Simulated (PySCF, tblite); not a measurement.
# C₄H₁₂BN: geometry, infrared bands and NMR shifts

Aim: predict the infrared bands and NMR shifts of C₄H₁₂BN (`C[B@@H-]1[NH2+]C[C@H]1C`).

Programs: tblite 0.8.0 and PySCF 2.14.0, with density-fitted response routines of our own. Each step states its level of theory. These are calculated values for one molecule in the gas phase, unless marked as measured. Atoms are numbered from 0 throughout.

### Step 1. The molecule as given

18 atoms, charge 0, multiplicity 1; geometry from: force field or distance geometry start.

Bonds of the start (Å): C0–B1 1.59, B1–N2 1.51, N2–C3 1.47, C3–C4 1.53, C4–C5 1.50, C4–B1 1.61, C0–H6 1.11, C0–H7 1.12, C0–H8 1.12, B1–H9 1.16, N2–H10 1.03, N2–H11 1.05, C3–H12 1.10, C3–H13 1.10, C4–H14 1.09, C5–H15 1.10, C5–H16 1.11, C5–H17 1.13.

### Step 2. Relaxing the molecule with GFN2-xTB

The job: settings as JSON, then the geometry in Å.

```
{"job": {"kind": "relax", "xc": "GFN2-xTB", "basis": "xTB"}, "charge": 0, "multiplicity": 1}
C      1.910300    -0.287500     0.187900
B      0.674400     0.267300    -0.643200
N      0.082000     1.585600    -0.201600
C     -1.210000     1.009400    -0.607400
C     -0.679300    -0.272500     0.048800
C     -1.081800    -1.556900    -0.613900
H      2.760100     0.419300     0.249900
H      1.555300    -0.566500     1.216700
H      2.295600    -1.233100    -0.265800
H      0.653800     0.063900    -1.789900
H      0.346600     2.426600    -0.743000
H      0.045000     1.702700     0.844300
H     -1.240700     0.986600    -1.703900
H     -2.090200     1.440900    -0.118500
H     -0.644300    -0.232000     1.138100
H     -2.086900    -1.882800    -0.303600
H     -0.936400    -1.518700    -1.715600
H     -0.362400    -2.346000    -0.255800
```

Started as:

```
OMP_NUM_THREADS=1 python probes_run.py task.json out
```

One launch serves the whole session: the jobs run in the order shown.

The program printed:

```text
step      E/eV     max force
  0    -510.71480    3.625
  1    -511.14906    1.463
  2    -511.36164    1.104
  3    -511.49671    0.771
  4    -511.61750    0.714
  5    -511.70235    0.632
  6    -511.77281    0.562
  7    -511.82701    0.550
  8    -511.86290    0.408
  9    -511.88957    0.368
 10    -511.91164    0.348
 11    -511.93327    0.377
 12    -511.95417    0.371
 13    -511.97153    0.303
 14    -511.98603    0.266
 15    -511.99869    0.271
 16    -512.00969    0.245
 17    -512.02155    0.272
 18    -512.03637    0.300
 19    -512.05251    0.327
 20    -512.06625    0.284
 21    -512.07732    0.283
 22    -512.08824    0.251
 23    -512.09978    0.309
 24    -512.11030    0.272
 25    -512.11865    0.235
 26    -512.12631    0.234
 27    -512.13544    0.321
 28    -512.14582    0.422
 29    -512.15433    0.346
 30    -512.15972    0.174
 31    -512.16368    0.136
 32    -512.16719    0.161
 33    -512.17027    0.189
 34    -512.17303    0.144
 35    -512.17582    0.154
 36    -512.17884    0.149
 37    -512.18172    0.171
 38    -512.18388    0.141
 39    -512.18542    0.096
 40    -512.18679    0.088
 41    -512.18817    0.108
 42    -512.18949    0.102
 43    -512.19056    0.064
 44    -512.19146    0.072
 45    -512.19246    0.075
 46    -512.19353    0.089
 47    -512.19449    0.079
 48    -512.19524    0.071
 49    -512.19593    0.063
 50    -512.19674    0.074
 51    -512.19768    0.066
 52    -512.19850    0.070
 53    -512.19904    0.054
 54    -512.19947    0.052
 55    -512.20000    0.058
 56    -512.20066    0.065
 57    -512.20137    0.066
 58    -512.20204    0.057
 59    -512.20269    0.054
 60    -512.20342    0.063
 61    -512.20415    0.070
 62    -512.20477    0.065
 63    -512.20528    0.056
 64    -512.20579    0.060
 65    -512.20630    0.072
 66    -512.20683    0.060
 67    -512.20733    0.041
 68    -512.20774    0.041
 69    -512.20805    0.040
 70    -512.20828    0.035
 71    -512.20841    0.023
 72    -512.20852    0.028
 73    -512.20862    0.023
 74    -512.20869    0.020
 75    -512.20875    0.018
 76    -512.20880    0.018
 77    -512.20886    0.019
 78    -512.20893    0.023
 79    -512.20900    0.020
 80    -512.20908    0.029
 81    -512.20918    0.022
 82    -512.20928    0.025
 83    -512.20938    0.024
 84    -512.20948    0.030
 85    -512.20957    0.030
 86    -512.20964    0.017
 87    -512.20968    0.013
 88    -512.20970    0.016
 89    -512.20973    0.017
 90    -512.20975    0.012
 91    -512.20976    0.007
```

It took 0.5 s on 1 thread of Arm Neoverse V1, shared host; peak memory 0.18 GiB.

Relaxation path: (not every step is listed)

```csv
step,energy from step 0 (eV),largest force (eV/Å)
0,0.0000,3.6249
1,-0.4343,1.4632
2,-0.6468,1.1040
3,-0.7819,0.7707
4,-0.9027,0.7143
5,-0.9875,0.6317
6,-1.0580,0.5624
7,-1.1122,0.5496
8,-1.1481,0.4085
15,-1.2839,0.2711
22,-1.3734,0.2505
29,-1.4395,0.3465
36,-1.4640,0.1492
43,-1.4758,0.0641
50,-1.4819,0.0735
57,-1.4866,0.0661
64,-1.4910,0.0602
71,-1.4936,0.0230
78,-1.4941,0.0231
85,-1.4948,0.0303
86,-1.4948,0.0170
87,-1.4949,0.0135
88,-1.4949,0.0161
89,-1.4949,0.0171
90,-1.4949,0.0122
91,-1.4950,0.0071
```

Distances of close pairs at the start and the end, largest changes first:

```csv
bond,before (Å),after (Å),change (Å)
B1–N2,1.511,1.674,+0.163
C5–H17,1.126,1.087,-0.039
N2–H11,1.053,1.014,-0.039
C0–H7,1.124,1.090,-0.033
B1–C4,1.613,1.644,+0.031
C0–H8,1.117,1.087,-0.030
C5–H16,1.112,1.088,-0.024
C0–B1,1.589,1.612,+0.022
```

The final coordinates are the input of the step that follows.

### Step 3. Harmonic vibrations with GFN2-xTB

The job: settings as JSON, then the geometry in Å.

```
{"job": {"kind": "ir", "xc": "GFN2-xTB", "basis": "xTB"}, "charge": 0, "multiplicity": 1}
C      2.076441    -0.065696     0.420826
B      0.829104     0.051499    -0.593010
N      0.125325     1.561567    -0.425032
C     -1.184405     0.892220    -0.283476
C     -0.626483    -0.520230    -0.084755
C     -1.351147    -1.594637    -0.880908
H      2.884722     0.618751     0.163448
H      1.799114     0.133403     1.456222
H      2.498512    -1.067315     0.398822
H      1.079526    -0.114986    -1.739707
H      0.194383     2.240333    -1.176224
H      0.435033     1.991590     0.439542
H     -1.740422     0.972856    -1.218016
H     -1.790638     1.313070     0.523985
H     -0.656130    -0.796316     0.971684
H     -2.394940    -1.687263    -0.575635
H     -1.321612    -1.367226    -1.944473
H     -0.865143    -2.555303    -0.729709
```

The program printed:

```text
mode    cm-1     km/mol
  1      72.6      4.29
  2     154.6      0.29
  3     200.1      0.12
  4     228.1      2.90
  5     244.2      3.11
  6     335.9      7.27
  7     424.6      0.73
  8     540.0     13.18
  9     601.5     43.89
 10     664.7      6.10
 11     749.0      1.74
 12     846.7     12.16
 13     872.1     23.14
 14     902.9      5.56
 15     929.2      0.32
 16     971.4     17.50
 17     994.7     36.97
 18     998.0     75.35
 19    1037.4     49.69
 20    1059.9     13.87
 21    1089.6     73.54
 22    1112.1    105.08
 23    1143.6      0.31
 24    1177.7     51.03
 25    1219.8     18.34
 26    1238.8     18.60
 27    1282.4      7.31
 28    1338.3      2.66
 29    1405.7      4.04
 30    1411.0      0.06
 31    1468.8      0.81
 32    1502.0     36.35
 33    1506.7      2.36
 34    1511.7      3.24
 35    1527.3      1.22
 36    1533.3      0.83
 37    2503.5    200.84
 38    2934.9     54.12
 39    2959.5     52.53
 40    2977.5     84.34
 41    2990.9    102.02
 42    2993.3     56.39
 43    3000.4     76.84
 44    3025.1     66.44
 45    3039.9     11.26
 46    3042.2     67.25
 47    3380.5      0.51
 48    3402.5      2.95
```

Run time: 0.48 s. Hardware: 1 thread of Arm Neoverse V1, shared host; peak memory 0.18 GiB.

The strongest bands and the atoms that carry them (share of the mass-weighted mode):

```csv
cm⁻¹,km/mol,atoms
998,75.3,"H9 51 %, B1 13 %"
1090,73.5,"N2 41 %, C3 24 %, H10 15 %"
1112,105.1,"H9 32 %, B1 21 %, C4 11 %"
2504,200.8,H9 92 %
2978,84.3,H15 88 %
2991,102.0,"H7 62 %, H6 16 %, H12 13 %"
3000,76.8,"H6 71 %, H7 21 %"
3042,67.2,"H8 77 %, H17 14 %"
```

### Step 4. Shielding tensors: PBE0/pcSseg-1

Settings changed since step 3:

```diff
@@ -1,2 +1,2 @@
-{"job": {"kind": "ir", "xc": "GFN2-xTB", "basis": "xTB"}, "charge": 0, "multiplicity": 1}
+{"job": {"kind": "nmr", "xc": "PBE0", "basis": "pcSseg-1"}, "charge": 0, "multiplicity": 1}
 C      2.076441    -0.065696     0.420826
```

Level: GIAO PBE0/pcSseg-1 NMR shielding, non-relativistic, gas phase.

The program printed:

```text
coarse grid: 13936 points
cycle   1  E = -238.8029841245  dE =  5.548e-01  |g| = 5.519e-01  |ddm| = 3.519e+00
cycle   2  E = -238.7787648773  dE =  2.422e-02  |g| = 6.411e-01  |ddm| = 1.400e+00
cycle   3  E = -238.8921541129  dE = -1.134e-01  |g| = 3.948e-02  |ddm| = 7.790e-01
cycle   4  E = -238.8924226696  dE = -2.686e-04  |g| = 2.101e-02  |ddm| = 5.446e-02
cycle   5  E = -238.8925245908  dE = -1.019e-04  |g| = 4.494e-03  |ddm| = 2.037e-02
cycle   6  E = -238.8925294096  dE = -4.819e-06  |g| = 9.516e-04  |ddm| = 4.642e-03
final grid: 131496 points
cycle   7  E = -238.9247162222  dE = -5.126e-05  |g| = 9.449e-03  |ddm| = 3.064e-02
cycle   8  E = -238.9247071844  dE =  9.038e-06  |g| = 1.135e-02  |ddm| = 1.982e-02
cycle   9  E = -238.9247394723  dE = -3.229e-05  |g| = 6.245e-04  |ddm| = 1.058e-02
cycle  10  E = -238.9247395461  dE = -7.384e-08  |g| = 2.520e-04  |ddm| = 6.367e-04
cycle  11  E = -238.9247395596  dE = -1.348e-08  |g| = 3.980e-05  |ddm| = 1.936e-04
cycle  12  E = -238.9247395599  dE = -2.881e-10  |g| = 1.781e-05  |ddm| = 4.526e-05
converged SCF energy = -238.9247395599

GIAO shielding tensors (ppm)
atom      isotropic    diamagn.    paramagn.     s11        s22        s33       span
  0 C      176.787     248.116     -71.328    167.167    174.763    188.432     21.265
  1 B      105.056     184.982     -79.925     84.719    106.590    123.859     39.140
  2 N      217.930     321.575    -103.645    196.294    216.909    240.587     44.293
  3 C      135.389     250.441    -115.052    105.239    133.788    167.138     61.899
  4 C      161.079     250.961     -89.882    152.298    155.477    175.461     23.163
  5 C      164.049     244.070     -80.021    147.866    159.419    184.860     36.994
  6 H       31.696      29.929       1.767     27.998     28.828     38.261     10.263
  7 H       32.056      31.809       0.247     28.730     31.071     36.367      7.637
  8 H       31.388      30.134       1.253     27.637     28.438     38.087     10.449
  9 H       28.603      30.764      -2.160     27.598     28.456     29.757      2.159
 10 H       29.113      30.874      -1.761     22.905     25.520     38.914     16.009
 11 H       29.864      32.731      -2.868     25.398     26.875     37.318     11.919
 12 H       28.544      31.702      -3.158     24.526     28.839     32.267      7.741
 13 H       27.918      31.027      -3.109     23.401     26.525     33.827     10.425
 14 H       30.650      33.990      -3.340     26.628     31.372     33.950      7.322
 15 H       30.594      28.887       1.707     26.120     28.167     37.496     11.376
 16 H       30.724      29.924       0.801     26.760     29.677     35.737      8.977
 17 H       30.412      29.285       1.127     25.962     28.138     37.135     11.173
```

It took 22 s on 1 thread of Arm Neoverse V1, shared host; peak memory 0.74 GiB.

The references, computed at this level on geometries of the same kind, shield at (ppm): 1H TMS 31.72, 13C TMS 186.9, 15N NH3 267.7, 11B BF3·OEt2 100.1. Their shielding less the atom's gives the shift. The references are single molecules in the gas phase, so shifts against H2O, NH3, PH3, H3PO4 or CFCl3 are not on the usual liquid scales and can be off by tens of ppm. Atoms listed in one row are averaged.

```csv
atoms,environment,σ (ppm),δ (ppm),δ scaled to CDCl3
C3,sp3 CH2 bonded to N,135.4,51.5,48.4
C4,sp3 CH bonded to B,161.1,25.8,23.3
C5,methyl carbon,164.0,22.9,20.4
C0,methyl carbon bonded to B,176.8,10.1,8.0
H13,hydrogen on an sp3 CH2 bonded to N,27.92,3.80,3.69
H12,hydrogen on an sp3 CH2 bonded to N,28.54,3.17,3.10
H9,"hydrogen on a boron bonded to 2 C, N, in a 4-membered ring",28.60,3.11,–
H10,hydrogen on a donor nitrogen of a Lewis adduct,29.11,2.60,–
H11,hydrogen on a donor nitrogen of a Lewis adduct,29.86,1.85,–
"H15, H16, H17",hydrogen on a methyl carbon,30.58,1.14,1.18
H14,hydrogen on an sp3 CH bonded to B,30.65,1.07,1.11
"H6, H7, H8",hydrogen on a methyl carbon bonded to B,31.71,0.00,0.11
B1,"boron bonded to 2 C, N, H, in a 4-membered ring",105.1,-5.0,–
N2,donor nitrogen of a Lewis adduct,217.9,49.8,–
```

The scaled column applies a straight-line fit of computed shieldings to shifts measured in CDCl3 (root-mean-square error 0.16 ppm for H, 1.9 ppm for C).

Charges from the same density, by scheme (e):

```csv
atoms,Mulliken,IAO,Hirshfeld,ESP fit
C0,-0.48,-0.56,-0.22,-0.78
B1,0.28,-0.01,0.03,0.44
N2,-0.41,-0.33,-0.06,-0.52
C3,-0.02,-0.14,-0.01,-0.11
C4,-0.52,-0.24,-0.10,0.17
C5,-0.19,-0.41,-0.12,-0.57
```

Mayer bond orders: C0–B1 1.05, B1–N2 0.54, N2–C3 0.92, C3–C4 0.99, C4–C5 1.06, C4–B1 0.84.

Ring of atoms B1, N2, C3, C4: NICS(0) -2.7, NICS(1) -0.8, NICS(1)zz 3.2 ppm (means of both faces).

### Step 5. Outcome

| quantity | value |
| --- | --- |
| strongest single infrared mode (GFN2-xTB) | 2504 cm⁻¹, 201 km/mol |
| zero-point energy (GFN2-xTB) | 100.9 kcal/mol |
| 13C shifts against TMS (PBE0/pcSseg-1) | 51.5, 25.8, 22.9, 10.1 ppm |
| 1H shifts against TMS (PBE0/pcSseg-1, means over atoms taken as alike) | 3.80, 3.17, 3.11, 2.60, 1.85, 1.14, 1.07, 0.00 ppm |
| 11B shifts against BF3·OEt2 (PBE0/pcSseg-1) | -5.0 ppm |
| 15N shifts against NH3 (PBE0/pcSseg-1) | 49.8 ppm |

The optimisation took 91 steps and gained 1.495 eV; among the close pairs (by a distance rule), B1–N2 changed most, from 1.511 to 1.674 Å. No mode is imaginary among the 48: a minimum at this level. The strongest single mode, at 2504 cm⁻¹, moves mainly H9. GFN2-xTB is a fitted tight-binding method: band positions and strengths are rough. Its intensities can rank the bands wrongly. The most deshielded carbon is C3 (sp3 CH2 bonded to N), at 51.5 ppm: deshielded by the electronegative neighbour. At PBE0/pcSseg-1: The widest tensor belongs to C3: span 62 ppm, with a paramagnetic part of -115 ppm.
